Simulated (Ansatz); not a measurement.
# B2C3: the cost of one run

Method: DFT PBE, scalar-relativistic, plane waves, PAW, in Ansatz 0.2.0.

2 further runs of the same task are left out: 1 that didn't finish, 1 set aside as unsound or not needed.

**1. The starting structure**

Symmetry: P-6m2, No. 187, hexagonal system. The conventional cell has a = 3.832 Å, b = 3.832 Å, c = 5.224 Å, α = 90.00°, β = 90.00°, γ = 120.00°. B (site symmetry 3m) is surrounded by 1 C at 1.09 Å. Around C (site symmetry 3m) lie 1 B at 1.09 Å. Around C (site symmetry -6m2) lie 6 C at 2.33 Å.

As a file:

```
B C
1.0
     3.83203    0.00000    0.00000
    -1.91601    3.31864    0.00000
     0.00000    0.00000    5.22362
B C
2 3
Direct
  0.33333 0.66667 0.35153
  0.33333 0.66667 0.64847
  0.33333 0.66667 0.85739
  0.33333 0.66667 0.14261
  0.66667 0.33333 0.00000
```

A structure generator made this guess: random cell by space group and Wyckoff sites (P-6m2, No. 187). Lengths come from tabulated atomic sizes and are only a guess.

**2. The guess as it stands, on a coarse mesh**

Contents of input.yaml:

```yaml
crystal:
  lattice:
    - [3.83202963, 0.0, 0.0]
    - [-1.91601481, 3.318635, 0.0]
    - [0.0, 0.0, 5.22362059]
  atoms:
    - { symbol: B, position: [0.33333333, 0.66666667, 0.35152714] }
    - { symbol: B, position: [0.33333333, 0.66666667, 0.64847286] }
    - { symbol: C, position: [0.33333333, 0.66666667, 0.8573945] }
    - { symbol: C, position: [0.33333333, 0.66666667, 0.1426055] }
    - { symbol: C, position: [0.66666667, 0.33333333, 0.0] }
basis:
  ecutwfc: 420
kpoints:
  mp_grid: { grid: [6, 6, 4] }
hamiltonian:
  xc: pbe
scf:
  occupations: { method: gaussian, width: 0.1 }
  lower_state_search: "off"
output:
  forces: true
  stress: true
  eigenvalues: true
```

Launch:

```sh
> ansatz run input.yaml --threads 1 --pin off --max-ram 2560MiB --backend cpu --events-out ev --progress --plain --runs-dir out
```

**Question.** How long does this run take on 1 thread of Intel Xeon at 2.50GHz (Skylake/Cascade Lake), shared host, and how much memory does it need?

About 4.5 s, with a peak of 0.33 GiB.
